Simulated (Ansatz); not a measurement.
This geometry of a periodic cell of 13 atoms, Mg8Si4H (host Mg2Si, host structure Fm-3m, interstitial H) is a first-order saddle point.

Computed with DFT PBE, scalar-relativistic, plane waves, PAW in Ansatz. Settings: cutoff 420 eV, k mesh 3x3x3, gaussian smearing 0.1 eV, no spin polarisation.

```xyz
13
Lattice="6.3910 0.0000 0.0000 0.0000 6.3910 0.0000 0.0000 0.0000 6.3910" Properties=species:S:1:pos:R:3
Mg 1.582 1.555 1.596
Mg 4.756 4.772 4.796
Si 0.028 -0.083 0.001
Mg 4.755 4.773 1.596
Mg 1.580 1.556 4.796
Si 3.116 3.220 0.001
Mg 4.758 1.558 4.799
Mg 1.579 4.770 1.617
Si 3.175 -0.025 3.197
Mg 1.580 4.771 4.776
Mg 4.760 1.560 1.597
Si -0.041 3.151 3.197
H 3.972 0.773 0.008
```

(1) Which two structures does it join? (They come from a converged band through this point; their orientation in space is the band's.)

(2) How far does it lie above each of them?

Answers

(1) Contacts lost: Si3–H13. Contacts made: Si6–H13. The atom that moves furthest is H13, by 2.24 Å; four of its nearest neighbours are Si3 1.61, Mg4 2.30, Mg11 2.31, Mg2 2.32 Å at the first end and Si6 1.61, Mg7 2.30, Mg5 2.31, Mg11 2.32 Å at the last.

Initial state:

```xyz
13
Lattice="6.3910 0.0000 0.0000 0.0000 6.3910 0.0000 0.0000 0.0000 6.3910" Properties=species:S:1:pos:R:3
Mg 1.540 1.624 1.628
Mg 4.718 4.753 4.760
Si 0.004 -0.001 0.003
Mg 4.716 4.753 1.642
Mg 1.542 1.624 4.770
Si 3.133 3.194 0.004
Mg 4.718 1.635 4.759
Mg 1.540 4.765 1.628
Si 3.133 -0.001 3.200
Mg 1.542 4.765 4.770
Mg 4.716 1.636 1.642
Si -0.057 3.195 3.199
H 4.785 -0.003 0.020
```

Final state:

```xyz
13
Lattice="6.3910 0.0000 0.0000 0.0000 6.3910 0.0000 0.0000 0.0000 6.3910" Properties=species:S:1:pos:R:3
Mg 1.559 1.518 1.637
Mg 4.820 4.731 4.766
Si 0.002 -0.066 -0.001
Mg 4.821 4.731 1.623
Mg 1.561 1.516 4.752
Si 3.196 3.192 -0.001
Mg 4.834 1.514 4.752
Mg 1.572 4.732 1.624
Si 3.196 -0.066 3.193
Mg 1.572 4.731 4.766
Mg 4.834 1.516 1.635
Si 0.000 3.135 3.195
H 3.206 1.581 -0.013
```

(2) 0.297 eV above the first and 0.297 eV above the second. This is the barrier of this one path; another mechanism may lie lower. Limits of this set-up: coarse k mesh, odd electron count without spin, a small cell, in which the defect meets its images.

The run took 2 min on 2 threads of AMD EPYC 9R45 (Zen 5), with other jobs on the host, peak memory 1.2 GiB.
